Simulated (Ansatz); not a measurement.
# CH6ClSbSi (SMILES [CH3][Sb]([SiH3])[Cl]) at CCSD(T)/STO-6G (accuracy low)

What is the adiabatic ionisation energy of CH6ClSbSi at CCSD(T)/STO-6G (accuracy low)? 

Program for the calculation: Ansatz 0.2.0.

5 further runs of the same task are left out: 1 for a known fault of the program, 2 that didn't finish, 2 set aside as unsound or not needed.

## Step 1: The molecule

CH6ClSbSi: 10 atoms, total charge 0, spin state singlet. SMILES: `[CH3][Sb]([SiH3])[Cl]`. Geometry: relaxed at PBE0-D4/def2-TZVP. The run starts from this shape.

Bond lengths: C1–Sb2 2.156 Å, Sb2–Si3 2.583 Å, Sb2–Cl4 2.374 Å, C1–H5 1.089 Å, C1–H6 1.089 Å, C1–H7 1.092 Å, Si3–H8 1.485 Å, Si3–H9 1.486 Å, Si3–H10 1.490 Å. Some angles: C1–Sb2–Si3 93.0°, C1–Sb2–Cl4 95.1°, Si3–Sb2–Cl4 92.2°, Sb2–C1–H5 109.9°, Sb2–C1–H6 108.7°, Sb2–C1–H7 108.9°, Sb2–Si3–H8 109.8°, Sb2–Si3–H9 109.5°, Sb2–Si3–H10 109.2°, H5–C1–H6 110.0°.

## Step 2: A structure relaxation at CCSD(T)/STO-6G (accuracy low)

The input, input.yaml:

```yaml
crystal:
  periodic: [false, false, false]
  atoms:
    - {symbol: C, position_ang: [-0.469000, 1.667600, -0.045000]}
    - {symbol: Sb, position_ang: [-0.859000, -0.044000, 1.206100]}
    - {symbol: Si, position_ang: [1.011100, -1.444800, 0.104400]}
    - {symbol: Cl, position_ang: [-2.517600, -0.971100, -0.217200]}
    - {symbol: H, position_ang: [-0.398200, 1.357400, -1.086200]}
    - {symbol: H, position_ang: [-1.282600, 2.381900, 0.076500]}
    - {symbol: H, position_ang: [0.468500, 2.129700, 0.271100]}
    - {symbol: H, position_ang: [0.829100, -2.879900, 0.441800]}
    - {symbol: H, position_ang: [0.968400, -1.257900, -1.369500]}
    - {symbol: H, position_ang: [2.332600, -0.989900, 0.621100]}
basis:
  gaussian:
    orbitals: STO-6G.json
correlation:
  method: ccsd_t
  frozen_orbitals: {C: 1, Cl: 5, H: 0, Sb: 18, Si: 5}
accuracy: low
relax: {}
```

The basis set STO-6G is read from a file made from the Basis Set Exchange's data (not shown).

Command:

```
$ ansatz run input.yaml --threads 1 --pin off --max-ram 2610MiB --events-out events.jsonl --progress --plain --runs-dir runs
```

Log:

```text
Warning: RAYON_NUM_THREADS=1 ignored (pool sized by the plan → 1); use --threads N
The last accepted step is kept in runs//last_step.txt (removed where the run ends without a failure and the disk answers)
[... 48 lines left out ...]
29 core orbitals not correlated: weight in the atoms' cores, before any rotation towards them, 1.000 or more for the frozen orbitals, at most 0.000 for the correlated occupied ones
[... 53 lines left out ...]
29 core orbitals not correlated: weight in the atoms' cores, before any rotation towards them, 1.000 or more for the frozen orbitals, at most 0.000 for the correlated occupied ones
[... 50 lines left out ...]
Total energy: -192414.45635159 eV, -7071.1008477182 hartree
[... 10 lines left out ...]
Dipole moment:     0.625481     0.192597     0.086324 e Å
```

It took 95 s on 1 thread of Arm Neoverse V1, shared host; peak memory 0.17 GiB.

Steps, from the record of the run:

```csv
step,energy from the first frame kept (eV),largest force (eV/Å)
1,0.0000,1.1544
2,-0.0387,1.2154
3,-0.1074,0.3483
4,-0.1119,0.1180
5,-0.1129,0.0314
6,-0.1134,0.0295
7,-0.1135,0.0043
```

After the run. Bond lengths: C1–Sb2 2.149 Å, Sb2–Si3 2.553 Å, Sb2–Cl4 2.396 Å, C1–H5 1.105 Å, C1–H6 1.103 Å, C1–H7 1.105 Å, Si3–H8 1.445 Å, Si3–H9 1.446 Å, Si3–H10 1.446 Å. Some angles: C1–Sb2–Si3 96.1°, C1–Sb2–Cl4 94.5°, Si3–Sb2–Cl4 95.2°, Sb2–C1–H5 111.8°, Sb2–C1–H6 111.2°, Sb2–C1–H7 110.2°, Sb2–Si3–H8 110.2°, Sb2–Si3–H9 110.8°, Sb2–Si3–H10 108.8°, H5–C1–H6 107.9°.

## Step 3: The doublet cation, same level

input.yaml: that of step 2 with these lines changed.

```diff
@@ -16,2 +16,6 @@
     orbitals: STO-6G.json
+total_charge: 1
+magnetization:
+  spin_polarized: false
+  initial_magnetization: 1
 correlation:
```

The basis set STO-6G is read from a file made from the Basis Set Exchange's data (not shown).

Command:

```
$ ansatz run input.yaml --threads 1 --pin off --max-ram 2610MiB --events-out events.jsonl --progress --plain --runs-dir runs
```

Log:

```text
Warning: RAYON_NUM_THREADS=1 ignored (pool sized by the plan → 1); use --threads N
[... 1 set-up line as earlier in the session ...]
[... 57 lines left out ...]
29 core orbitals not correlated: weight in the atoms' cores, before any rotation towards them, 1.000 or more for the frozen orbitals, at most 0.000 for the correlated occupied ones
[... 88 lines left out ...]
29 core orbitals not correlated: weight in the atoms' cores, before any rotation towards them, 1.000 or more for the frozen orbitals, at most 0.000 for the correlated occupied ones
[... 85 lines left out ...]
Total energy: -192409.11817148 eV, -7070.9046732174 hartree
[... 10 lines left out ...]
Dipole moment:     0.830559     0.127515     0.138824 e Å
```

Run time: 2.7 min. Hardware: 1 thread of Arm Neoverse V1, shared host; peak memory 0.25 GiB.

Steps, from the record of the run:

```csv
step,energy from the first frame kept (eV),largest force (eV/Å)
1,0.0000,2.6143
2,-0.4379,0.7723
3,-0.5436,0.6082
4,-0.6133,0.4258
5,-0.6724,0.2176
6,-0.6950,0.3273
7,-0.7004,0.1123
8,-0.7016,0.0138
9,-0.7017,0.0088
```

After the run. Bond lengths: C1–Sb2 2.147 Å, Sb2–Si3 2.600 Å, Sb2–Cl4 2.351 Å, C1–H5 1.107 Å, C1–H6 1.106 Å, C1–H7 1.106 Å, Si3–H8 1.446 Å, Si3–H9 1.447 Å, Si3–H10 1.446 Å. Some angles: C1–Sb2–Si3 118.5°, C1–Sb2–Cl4 104.8°, Si3–Sb2–Cl4 110.6°, Sb2–C1–H5 109.8°, Sb2–C1–H6 109.9°, Sb2–C1–H7 109.8°, Sb2–Si3–H8 104.5°, Sb2–Si3–H9 104.2°, Sb2–Si3–H10 104.2°, H5–C1–H6 109.0°.

## Step 4: Summary of results

Level: CCSD(T)/STO-6G (accuracy low), 29 core orbitals frozen.

| quantity | value |
| --- | --- |
| singlet CH6ClSbSi: total energy at the end | -7071.10085 Eh |
| singlet CH6ClSbSi: dipole moment (correlated density) | 3.17 D |
| singlet CH6ClSbSi: correlation energy (29 core orbitals frozen) | -171.9 mEh |
| singlet CH6ClSbSi: (T) correction | -1.25 mEh |
| singlet CH6ClSbSi: T1 diagnostic | 0.005 |
| doublet cation: total energy at the end | -7070.90467 Eh |
| doublet cation: correlation energy (29 core orbitals frozen) | -175.1 mEh |
| doublet cation: (T) correction | -1.80 mEh |
| doublet cation: ⟨S²⟩ of the reference determinant | 0.750 |
| doublet cation: T1 diagnostic | 0.010 |
| adiabatic ionisation energy (to the doublet cation, no zero-point term) | 5.338 eV |

**Reading.** The adiabatic ionisation energy (to the doublet cation, no zero-point term) is 5.34 eV (515 kJ/mol). In a minimal basis such a difference can be off by several eV, whatever the method. The optimisation (singlet CH6ClSbSi) took 6 steps and changed the energy by -0.114 eV. Mulliken charges (singlet CH6ClSbSi) run from -0.37 on Cl4 to +0.49 on Si3; they depend strongly on the basis. The triples (singlet CH6ClSbSi) make up 0.7 % of the correlation energy. The accuracy setting (singlet CH6ClSbSi) is loose, so the last digits carry no meaning.
